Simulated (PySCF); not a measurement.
# SbC: bond curves at several levels of theory

One table from this session's results is given with a row withheld; the runs are named, their logs left out.

Method: Sb def2-SVP with ECP28, C def2-SVP, scalar-relativistic core potentials; program: PySCF 2.14.0.

Set-up of the first run:

Settings of the job:

* atoms: Sb, C
* charge: 0
* basis: Sb def2-SVP with ECP28, C def2-SVP
* Hamiltonian: scalar-relativistic core potentials
* basis functions: 40
* electrons treated: 29
* masses in u: 120.9038, 12.0000
* levels: PBE0, PBE, r²SCAN, BHandHLYP, M06-L, BLYP, LC-ωPBE, HF, MP2, SCS-MP2, CCSD, CCSD(T)
* grid: 80 radial by 434 angular points
* occupations: held fixed by the projection of orbital angular momentum
* dissociation limit: Sb + C, each in its ground configuration
* starting distance in angstrom: 2.075
* values of 2S to try: 1, 3, 5

Command:

```bash
> OMP_NUM_THREADS=1 python dia.py task.json out
```

Steps of the session up to this table: Input; The PBE0 curve of the state that the search chose; Excited determinants; PBE; r²SCAN (meta-GGA); BHandHLYP (global hybrid GGA); M06-L (meta-GGA); BLYP; LC-ωPBE; ROHF (mean field); Correlated methods on the Hartree–Fock reference.

One table of the session follows, with a row left open; its other results are not shown here.

```
       level  Re (Å)  ωe (cm⁻¹)  De (eV)
        ROHF   1.841        998   -0.306
    ROHF-MP2       ?          ?        ?
ROHF-SCS-MP2   1.925        804     2.99
   ROHF-CCSD   1.896        865     2.51
ROHF-CCSD(T)   1.915        819     2.94
         PBE   1.898        844     3.90
        BLYP   1.911        820     3.79
      r²SCAN   1.901        783     3.37
       M06-L   1.890        856     3.99
        PBE0   1.893        795     3.24
   BHandHLYP   1.909        743     2.65
     LC-ωPBE   1.901        739     2.84
```

Estimate the missing values for ROHF-MP2.

The run gave: Re (Å): 1.929; ωe (cm⁻¹): 797; De (eV): 3.23. In the column «Re (Å)» it is the highest.

De is counted to Sb + C in their ground configurations.
